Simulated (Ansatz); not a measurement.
This script drives Ansatz's Python interface.

`y3mg_formation.py`
```python
"""Heat of formation of Y3Mg at zero temperature, after relaxing atoms and volume at fixed cell shape."""

from collections import Counter
from dataclasses import dataclass

import ansatz as az
from ase import Atoms
import numpy as np


@dataclass
class Options:
    xc: str = "PBEsol"
    cutoff: int = 500
    kspacing: float = 0.15
    filling: str = "fermi_dirac"
    smearing_width: float = 0.05


opts = Options()


def ground_state(name, crystal):
    calc = (
        crystal.calculation()
        .functional(opts.xc)
        .basis(opts.cutoff)
        .kpoints(spacing=opts.kspacing)
        .occupations(opts.filling, width=opts.smearing_width)
        .stress()
    )
    calc = calc.relax(force_tolerance=0.01, max_steps=40, fix_cell=["shape"])
    return calc.run(threads=1, backend="cpu")


def counts(outcome):
    return Counter(site.symbol for site in outcome.lattice.sites)

def formation_energy(outcome, mu):
    n = counts(outcome)
    return (outcome.report["energy_sigma0_ev"] - sum(k * mu[element] for element, k in n.items())) / sum(n.values())


def volume_per_atom(outcome):
    return abs(np.linalg.det(outcome.lattice.cell_ang)) / len(outcome.lattice.sites)


def main() -> None:
    phases = {}
    atoms = Atoms(
        ["Y", "Y", "Y", "Mg"],
        scaled_positions=[
            [0.5, 0.5, 0.5],
            [0.25, 0.25, 0.25],
            [0.75, 0.75, 0.75],
            [0.0, 0.0, 0.0],
        ],
        cell=[
            [0.0, 3.918549, 3.918549],
            [3.918549, 0.0, 3.918549],
            [3.918549, 3.918549, 0.0],
        ],
        pbc=True,
    )
    y3mg = az.Crystal.from_ase(atoms)
    phases["Y3Mg"] = y3mg
    y = (
        az.Lattice.from_parameters(3.6474, 3.6474, 5.7306, alpha=90, beta=90, gamma=120)
        .space_group(194)
        .atom("Y", [1 / 3, 2 / 3, 0.25])
    )
    phases["Y"] = y
    mg = (
        az.Lattice.from_parameters(3.2093, 3.2093, 5.2103, alpha=90, beta=90, gamma=120)
        .space_group(194)
        .atom("Mg", [1 / 3, 2 / 3, 0.25])
    )
    phases["Mg"] = mg

    done = {name: ground_state(name, crystal) for name, crystal in phases.items()}

    # energy of one atom in its reference phase
    references = {"Y": "Y", "Mg": "Mg"}
    mu = {element: done[name].report["energy_sigma0_ev"] / len(done[name].lattice.sites) for element, name in references.items()}

    target = done["Y3Mg"]
    heat = formation_energy(target, mu)
    n = counts(target)
    print("cell content:", dict(n), " volume", round(volume_per_atom(target), 3), "A^3/atom")
    print("formation energy", round(heat, 4), "eV/atom,", round(heat * sum(n.values()), 4), "eV per cell")
    print("bound against the elements" if heat < 0 else "unbound against the elements")


if __name__ == "__main__":
    main()
```

It is started by `python y3mg_formation.py`. How long does it take on 1 thread of Arm Neoverse V2, with other jobs on the host, and how much memory does it need?

It took about 46 s, with a peak of 0.56 GiB, for 3 runs of the engine.

```console
$ python y3mg_formation.py
cell content: {<Element.Y: 'Y'>: 3, <Element.MG: 'Mg'>: 1}  volume 28.705 A^3/atom
formation energy 0.0546 eV/atom, 0.2185 eV per cell
unbound against the elements
```

Notes:
- Atoms and volume are relaxed with the cell's shape held, which in cells of lower than cubic symmetry can hide stresses and shift volumes.
- The cells come from databases of deposited and of computed structures, and not all need be stable phases.
- The compound is the structure given, not necessarily its lowest; energies are at zero temperature, with no correction for gases. A semilocal functional's error on such energies is often 0.05 to 0.1 eV an atom, and 0.1 to 0.3 eV against gases such as O2 or F2.
